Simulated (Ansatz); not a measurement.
# CH5ClFGeN: a ladder of functionals and wavefunction methods

The task here is to estimate one member of a computed series from the others.

Method: functionals in def2-TZVPP, the program's frozen cores in correlated methods; program: Ansatz 0.2.0, Gaussian basis.

Plan: LDA (SPW92), PBE-D4, revPBE-D4, BLYP-D4, r2SCAN-D4, B97M-V, PBE0-D4, B3LYP-D4, r2SCANh-D4, r2SCAN0-D4, HSE06-D4, BHLYP-D4, CAM-B3LYP-D4, LC-ωPBE, ωB97X-V, ωB97M-V, B2PLYP, PBE-QIDH; CCSD(T)/def2-SVP; CCSD(T)/def2-TZVPP; MP2/def2-QZVPP; extrapolation to the limit; RPA on PBE.

### Structure used throughout

All runs share one geometry, relaxed beforehand with PBE0-D4 in a triple-zeta def2 set.

SMILES `C[NH][GeH]([F])[Cl]`, 10 atoms, charge 0, spin multiplicity 1.

Atoms are counted from 1 here; the program's logs count them from 0.

Bond lengths: C1–N2 1.453 Å, C1–H6 1.097 Å, C1–H7 1.093 Å, C1–H8 1.093 Å, N2–Ge3 1.801 Å, N2–H9 1.011 Å, Ge3–F4 1.726 Å, Ge3–Cl5 2.152 Å, Ge3–H10 1.526 Å. Angles: N2–C1–H6 114.0°, N2–C1–H7 109.7°, N2–C1–H8 109.8°, H6–C1–H7 107.7°, H6–C1–H8 108.4°, H7–C1–H8 106.9°, C1–N2–Ge3 119.9°, C1–N2–H9 113.0°, Ge3–N2–H9 113.3°, N2–Ge3–F4 105.3°, N2–Ge3–Cl5 114.1°, N2–Ge3–H10 113.3°, F4–Ge3–Cl5 104.9°, F4–Ge3–H10 110.5°, Cl5–Ge3–H10 108.3°.

As a file:

```xyz
10
charge 0, multiplicity 1
C     0.96726    1.02458   -0.36266
N    -0.19459    0.59938    0.39993
Ge   -0.66466   -1.13953    0.42307
F    -2.09227   -1.21344    1.39051
Cl   -1.25514   -1.91513   -1.49525
H     0.80568    1.04638   -1.44701
H     1.80546    0.35131   -0.16457
H     1.27719    2.02139   -0.04009
H    -0.98233    1.22460    0.30140
H     0.41651   -2.05075    0.99747
```

Set-up of the first run:

Input file in.yaml:

```yaml
crystal:
  periodic: [false, false, false]
  atoms:
    - {symbol: C, position_ang: [0.967261, 1.024580, -0.362658]}
    - {symbol: N, position_ang: [-0.194593, 0.599380, 0.399930]}
    - {symbol: Ge, position_ang: [-0.664665, -1.139527, 0.423072]}
    - {symbol: F, position_ang: [-2.092275, -1.213436, 1.390508]}
    - {symbol: Cl, position_ang: [-1.255145, -1.915134, -1.495247]}
    - {symbol: H, position_ang: [0.805683, 1.046382, -1.447014]}
    - {symbol: H, position_ang: [1.805462, 0.351314, -0.164567]}
    - {symbol: H, position_ang: [1.277194, 2.021386, -0.040093]}
    - {symbol: H, position_ang: [-0.982330, 1.224602, 0.301404]}
    - {symbol: H, position_ang: [0.416509, -2.050748, 0.997466]}
basis:
  gaussian: {orbitals: def2-TZVPP}
hamiltonian: {xc: lda}
output: {orbitals: {seedname: orbitals}}
```

Run with:

```bash
> ansatz run in.yaml --threads 2 --pin off --events-out ev --progress --plain --max-ram 22528MiB --backend cpu
```

Among the steps run: LDA; PBE-D4 (GGA); revPBE-D4 (GGA); BLYP-D4 (GGA); r2SCAN-D4 (meta-GGA); B97M-V (meta-GGA); PBE0-D4 (hybrid); B3LYP-D4 (hybrid); r2SCANh-D4 (hybrid); r2SCAN0-D4 (hybrid); HSE06-D4 (hybrid); BHLYP-D4 (hybrid); CAM-B3LYP-D4 (range-separated); LC-ωPBE (range-separated); ωB97X-V (range-separated); ωB97M-V (range-separated); B2PLYP (double hybrid); PBE-QIDH (double hybrid).

One of the session's tables, all rows but one given; the rest of the session is left out.

It belongs to the step «Frontier levels by functional». 

```
  functional  HOMO (eV)  gap (eV)
 LDA (SPW92)      -6.26      4.98
      PBE-D4      -6.12      5.12
   revPBE-D4      -6.06      5.17
     BLYP-D4          ?         ?
   r2SCAN-D4      -6.42      5.76
      B97M-V      -6.53      5.82
     PBE0-D4      -7.53      7.56
    B3LYP-D4      -7.30      6.97
  r2SCANh-D4      -6.94      6.65
  r2SCAN0-D4      -7.74      7.99
    HSE06-D4      -7.13      6.79
    BHLYP-D4      -8.87      9.89
CAM-B3LYP-D4      -8.94      9.97
     LC-ωPBE     -10.32     12.68
     ωB97X-V      -9.96     12.18
     ωB97M-V      -9.85     11.82
```

Q: Estimate the row for BLYP-D4 from the others.

Worked estimate for «HOMO (eV)». Against the share of exact exchange, B3LYP-D4 (0.2, -7.30), BHLYP-D4 (0.5, -8.87) give a slope of -5.23 per unit share; at 0 the line stands at -6.25.

As computed: HOMO (eV): -6.00; gap (eV): 5.02. In «HOMO (eV)» the line misses by -0.25.
